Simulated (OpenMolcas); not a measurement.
# Cr²⁺ among point charges: CASSCF levels and susceptibility

Aim: the splitting of the states of Cr²⁺ in the field of 5 point charges, its lowest levels with spin-orbit coupling and its magnetic susceptibility.

The numbers are computed with OpenMolcas 26.06 (state-averaged CASSCF, spin-orbit coupling by RASSI with atomic mean-field integrals), except any that are marked as measured or tabulated.

1 further run of the same task is left out (it didn't finish).

## Step 1: The atom as given

| Item | Value |
| --- | --- |
| Species | Cr²⁺ (chromium, Z = 24, 22 electrons) |
| Basis | ANO-RCC-VDZP [5s4p2d1f], 34 functions |
| Scalar Hamiltonian | DKH2, point nucleus |
| Inactive shells | 1s 2s 2p 3s 3p |
| Active space | 4 electrons in 5 orbitals (3d) |
| Some configurations of this space | 3d⁴ |
| Orbitals | optimised for each spin and parity, averaged over all roots |

Outer shells as boxes (Hund's rule):

3d4
```
3d [↑ ][↑ ][↑ ][↑ ][  ]
```

The ion sits among 5 point charges of -2.6 e arranged as a trigonal bipyramid (D3h), 1.71 Å from the ion, with the axial distance 1.522 Å. The active orbitals were held to one l.

The work runs as a chain of OpenMolcas steps in one folder; each step below is one input file. Labels, J, g values, rates, χT and fits are worked out afterwards by a script from the matrices that RASSI stores.

## Step 2: GATEWAY and SEWARD: basis and integrals

Input file a.inp:

```
&GATEWAY
Coord
1

Cr 0.0 0.0 0.0
Basis=ANO-RCC-VDZP
Group=NoSym
NoMove
AngMom=0.0 0.0 0.0
AMFI
XField
5 Angstrom 0
1.710000 0.000000 0.000000 -2.600000
-0.855000 1.480903 0.000000 -2.600000
-0.855000 -1.480903 0.000000 -2.600000
0.000000 0.000000 1.521900 -2.600000
0.000000 0.000000 -1.521900 -2.600000
&SEWARD
```

Command:

```sh
> OMP_NUM_THREADS=1 MOLCAS_MEM=1689 MOLCAS_PROJECT=a pymolcas a.inp > a.log
```

## Step 3: CASSCF: quintets, 5 roots

Input file a.inp:

```
&RASSCF
FileOrb=start.orb
Symmetry=1
Spin=5
nActEl=4 0 0
Inactive=9
Ras2=5
CIRoot=5 5 1
SDav=5
CIMx=300
Iter=120 100
PrWF=0.3
OrbListing=Nothing
MaxOrb=0
SupSym
1
10 10 11 12 13 14 23 24 25 26 27
>>> COPY $Project.JobIph JOB001
```

start.orb holds the contracted functions of the basis, ordered by shell, or the orbitals of the step before.

## Step 4: Reference wave functions, triplets, 45 roots

Input file a.inp:

```
&RASSCF
FileOrb=start.orb
Symmetry=1
Spin=3
nActEl=4 0 0
Inactive=9
Ras2=5
CIRoot=45 45 1
SDav=45
CIMx=300
Iter=120 100
PrWF=0.3
OrbListing=Nothing
MaxOrb=0
SupSym
1
10 10 11 12 13 14 23 24 25 26 27
>>> COPY $Project.JobIph JOB002
```

## Step 5: CASSCF: singlets, 50 roots

Input file a.inp:

```
&RASSCF
FileOrb=start.orb
Symmetry=1
Spin=1
nActEl=4 0 0
Inactive=9
Ras2=5
CIRoot=50 50 1
SDav=50
CIMx=300
Iter=120 100
PrWF=0.3
OrbListing=Nothing
MaxOrb=0
SupSym
1
10 10 11 12 13 14 23 24 25 26 27
>>> COPY $Project.JobIph JOB003
```

## Step 6: RASSI: spin-orbit coupling between the states

Input file a.inp:

```
&RASSI
NrOfJobIphs=3 5 45 50
1 2 3 4 5
1 2 3 4 5 6 7 8 9 10 11 12 13 14 15 16 17 18 19 20 21 22 23 24 25 26 27
28 29 30 31 32 33 34 35 36 37 38 39 40 41 42 43 44 45
1 2 3 4 5 6 7 8 9 10 11 12 13 14 15 16 17 18 19 20 21 22 23 24 25 26 27
28 29 30 31 32 33 34 35 36 37 38 39 40 41 42 43 44 45 46 47 48 49 50
IphNames
JOB001
JOB002
JOB003
EJob
SpinOrbit
DIPRint=1.0
SOCoupling=1000.0
Subsets=2
Property=9
'ANGMOM' 1 'ANGMOM' 2 'ANGMOM' 3 'MLTPL  1' 1 'MLTPL  1' 2 'MLTPL  1' 3
'AMFI' 1 'AMFI' 2 'AMFI' 3
SOProperty=3
'ANGMOM' 1 'ANGMOM' 2 'ANGMOM' 3
```

What does the calculation give? Wanted: spin-free ground state; first state of the same spin within the active space; lowest level; next level.

**Answer**, as computed:

```
                                            quantity                            value
                                              method                           CASSCF
                              spin-free ground state  5A1, 1-fold in its orbital part
first state of the same spin within the active space                 5E at 25200 cm⁻¹
                                        lowest level                        1-fold A1
                                          next level                         1.4 cm⁻¹
                                         χT at 300 K                   2.99 cm³ K/mol
                           effective moment at 300 K                          4.89 μB
```

The spin-free ground state (5A1) comes to 100 % from free-ion D terms and keeps the highest spin of the shell. χT at 300 K is 2.99, against 3.01 cm³ K/mol for the spin alone; near agreement at one temperature doesn't show that the orbital moment is quenched. An active space of the d shell alone favours high spin; real ions in strong fields can be low spin. The field of point charges can differ much from that of real complexes. With metal d orbitals alone active, the gaps between spin states are rough; where two lie within a few thousand cm-1, their order is open. Point charges carry no covalency, so the field is a model and not that of real ligands.
